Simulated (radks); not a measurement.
**Nuclear size and the levels of Tm**

One table from this session's results is given with a row withheld; the runs are named, their logs left out.

The numbers are computed with radks (a radial shooting solver on a logarithmic mesh, Libxc functionals) version 1 (Dirac Kohn-Sham, exchange-only LDA, spin-unpolarised, spherical densities, finite nucleus; open shells are shared between the two j in proportion to 2j + 1), except any that are marked as measured or tabulated.

**The system**

```
element            : thulium (Z = 69)
charge             : 0
electrons          : 69
configuration      : [Xe] 4f13 6s2
nuclear rms radius : 5.2256 fm
```

The outer shells:

Tm
```
[Xe] core
4f [↑↓][↑↓][↑↓][↑↓][↑↓][↑↓][↑ ]
6s [↑↓]
```

The first run:

The run's settings:

```text
Z 69
configuration [Xe] 4f13 6s2 5d0 6p0
relativity Dirac
functional lda,
spin unpolarised
j_filling average
nucleus finite rms 5.2256 fm
c 137.035999084
```

Steps of the session up to this table: rms radius 5.2256 fm.

One of the session's tables, all rows but one given; the rest of the session is left out.

It belongs to the step «rms radius 5.2256 fm». From the orbitals of this run (lengths in bohr):

```
level     <r>  outermost maximum (interpolated)  90 % within  nodes
5p3/2   1.516                              1.28         2.25      3
6s1/2   4.028                              3.31         6.06      5
4f5/2  0.8019                             0.492         1.41      0
4f7/2  0.8289                             0.498         1.46      0
6p1/2   6.010                              4.65         9.40      4
6p3/2   6.664                              5.11         10.5      4
5d3/2       ?                                 ?            ?      ?
5d5/2   4.838                              2.26         9.01      2
```

Q: Estimate the row for 5d3/2 from the others.

As computed: <r>: 4.169; outermost maximum (interpolated): 2.12; 90 % within: 7.65; nodes: 2. In the column «<r>» it lies between 6s1/2 (4.028) and 5d5/2 (4.838).
